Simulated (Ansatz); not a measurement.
# C2H6Te: the cost of one run

Computed with Ansatz 0.2.0 through its Python package. Level of theory: r2SCAN+D3(BJ)/def2-SVP.

## Step 1: The system

Bond lengths: C1–Te2 2.080 Å, Te2–C3 2.138 Å, C1–H4 1.056 Å, C1–H5 1.161 Å, C1–H6 1.138 Å, C3–H7 1.064 Å, C3–H8 1.164 Å, C3–H9 1.147 Å. Angles: C1–Te2–C3 89.2°, Te2–C1–H4 110.8°, Te2–C1–H5 110.9°, Te2–C1–H6 112.5°, H4–C1–H5 106.6°, H4–C1–H6 110.9°, H5–C1–H6 104.9°, Te2–C3–H7 110.9°, Te2–C3–H8 106.5°, Te2–C3–H9 110.1°, H7–C3–H8 109.4°, H7–C3–H9 113.1°, H8–C3–H9 106.5°.

The script holds or builds the structure itself.

## Step 2: The code

Contents of run_bend.py:

```python
'''Energy of C2H6Te against one bond angle.'''

from dataclasses import dataclass

import ansatz as az
from ase import Atoms


@dataclass(frozen=True)
class Settings:
    basis: str = 'def2-SVP'
    functional: str = 'r2scan'
    dispersion: str = 'd3bj'
    fmax: float = 0.02


opts = Settings()

atoms = Atoms(['C', 'Te', 'C', 'H', 'H', 'H', 'H', 'H', 'H'], positions=[
    [-0.7126, 0.9524, -0.8554],
    [1.2809, 0.3826, -0.6866],
    [0.7229, -1.0052, 0.8413],
    [-1.3115, 0.1357, -1.1532],
    [-0.8419, 1.7719, -1.6675],
    [-1.1135, 1.4224, 0.1006],
    [0.055, -1.741, 0.46],
    [1.7048, -1.5206, 1.1941],
    [0.3045, -0.4446, 1.7497],
])

# relax first, so that the scan starts from a minimum
first = az.Crystal.molecule_from_ase(atoms).calculation()
first = first.basis(gaussian=opts.basis).functional(opts.functional, dispersion=opts.dispersion)
first = first.relax(force_tolerance=opts.fmax, max_steps=80)
atoms.positions = first.run(threads=1, backend='cpu').report['positions_ang']

rows = []
for angle in [85, 95, 105, 115, 125, 140, 160]:
    bent = atoms.copy()
    bent.set_angle(0, 1, 2, angle, indices=[2, 6, 7, 8])
    job = az.Crystal.molecule_from_ase(bent).calculation()
    job = job.basis(gaussian=opts.basis)
    job = job.functional(opts.functional, dispersion=opts.dispersion)
    rows.append((angle, job.run(threads=1, backend='cpu').report['free_energy_ev']))
floor = min(e for _, e in rows)
for angle, e in rows:
    print(f'angle C0-Te1-C2 = {angle:3d} deg   {1000 * (e - floor):9.1f} meV')
```

## Step 3: The input behind the calls

The package turns the script's settings into the engine's input (first run):

```yaml
crystal:
  periodic: [false, false, false]
  atoms:
    - { symbol: C, position_ang: [-0.7126, 0.9524, -0.8554] }
    - { symbol: Te, position_ang: [1.2809, 0.3826, -0.6866] }
    - { symbol: C, position_ang: [0.7229, -1.0052, 0.8413] }
    - { symbol: H, position_ang: [-1.3115, 0.1357, -1.1532] }
    - { symbol: H, position_ang: [-0.8419, 1.7719, -1.6675] }
    - { symbol: H, position_ang: [-1.1135, 1.4224, 0.1006] }
    - { symbol: H, position_ang: [0.055, -1.741, 0.46] }
    - { symbol: H, position_ang: [1.7048, -1.5206, 1.1941] }
    - { symbol: H, position_ang: [0.3045, -0.4446, 1.7497] }
basis:
  gaussian:
    orbitals: def2-SVP
hamiltonian:
  xc: r2scan
  dispersion: d3bj
relax:
  f_tol: 0.02
  max_steps: 80
```

## Step 4: The run

Command:

```
$ python run_bend.py
```

**Question.** How long does this script take on 1 thread of Intel Xeon Platinum 8259CL at 2.50GHz (Skylake/Cascade Lake), shared host, and how much memory does it need?

About 54 s, with a peak of 0.22 GiB.
